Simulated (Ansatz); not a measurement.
# AlIn3: the cost of one run

Computed with Ansatz 0.2.0 (DFT PBE, scalar-relativistic, plane waves, PAW, unless a step's input says otherwise).

1 further run of the same task is left out (it didn't finish).

## Step 1: The starting structure

The structure is cubic, space group Fd-3m (No. 227). The conventional cell has a = 12.626 Å, b = 12.626 Å, c = 12.626 Å, α = 90.00°, β = 90.00°, γ = 90.00°. In (site symmetry -43m) has 4 In at 2.73 Å as nearest neighbours. In (site symmetry -3m) has 2 In at 2.73 Å as nearest neighbours.

Coordinates:

```
CELL_PARAMETERS angstrom
0.00000 6.31325 6.31325
6.31325 0.00000 6.31325
6.31325 6.31325 0.00000
ATOMIC_POSITIONS crystal
Al 0.50000 0.50000 0.50000
Al 0.75000 0.75000 0.75000
In 0.00000 0.00000 0.00000
In 0.25000 0.25000 0.25000
In 0.12500 0.12500 0.12500
In 0.12500 0.12500 0.62500
In 0.12500 0.62500 0.12500
In 0.62500 0.12500 0.12500
```

The cell was relaxed beforehand at this level, from a generated guess; it is a trial structure. At a tolerance of 0.05 Å it has space group Fd-3m (No. 227); it has 62.91 Å³/atom, an uncorrected energy of +1.20 eV/atom over the elements.

## Step 2: Electronic structure at the relaxed geometry

File input.yaml:

```yaml
crystal:
  lattice:
    - [0.0, 6.3132481602, 6.3132481602]
    - [6.3132481602, 0.0, 6.3132481602]
    - [6.3132481602, 6.3132481602, 0.0]
  atoms:
    - { symbol: Al, position: [0.5, 0.5, 0.5] }
    - { symbol: Al, position: [0.75, 0.75, 0.75] }
    - { symbol: In, position: [0.0, 0.0, 0.0] }
    - { symbol: In, position: [0.25, 0.25, 0.25] }
    - { symbol: In, position: [0.125, 0.125, 0.125] }
    - { symbol: In, position: [0.125, 0.125, 0.625] }
    - { symbol: In, position: [0.125, 0.625, 0.125] }
    - { symbol: In, position: [0.625, 0.125, 0.125] }
basis:
  ecutwfc: 420
kpoints:
  mp_grid: { grid: [6, 6, 6] }
  band_path:
    path:
      - [[0.0, 0.0, 0.0], [0.5, 0.0, 0.5], [0.625, 0.25, 0.625]]
      - [[0.375, 0.375, 0.75], [0.0, 0.0, 0.0], [0.5, 0.5, 0.5], [0.5, 0.25, 0.75], [0.5, 0.0, 0.5]]
    npoints: 14
hamiltonian:
  xc: pbe
scf:
  occupations: { method: gaussian, width: 0.1 }
  n_extra_bands: 20
output:
  forces: true
  stress: true
  eigenvalues: true
  populations: true
  dos: { projected: true, de: 0.02, nscf_kmesh: { grid: [8, 8, 8] } }
  bader: true
  write_density: true
  write_potential: true
  elf: true
  volumetric_format: npy
```

The run is started by

```sh
$ ansatz run input.yaml --threads 1 --pin off --max-ram 2560MiB --backend cpu --events-out ev --progress --plain --runs-dir out
```

What time and memory should one allow on 1 thread of Intel Xeon 6975P-C (Granite Rapids), shared host?

About 2.5 min, with a peak of 1.6 GiB.
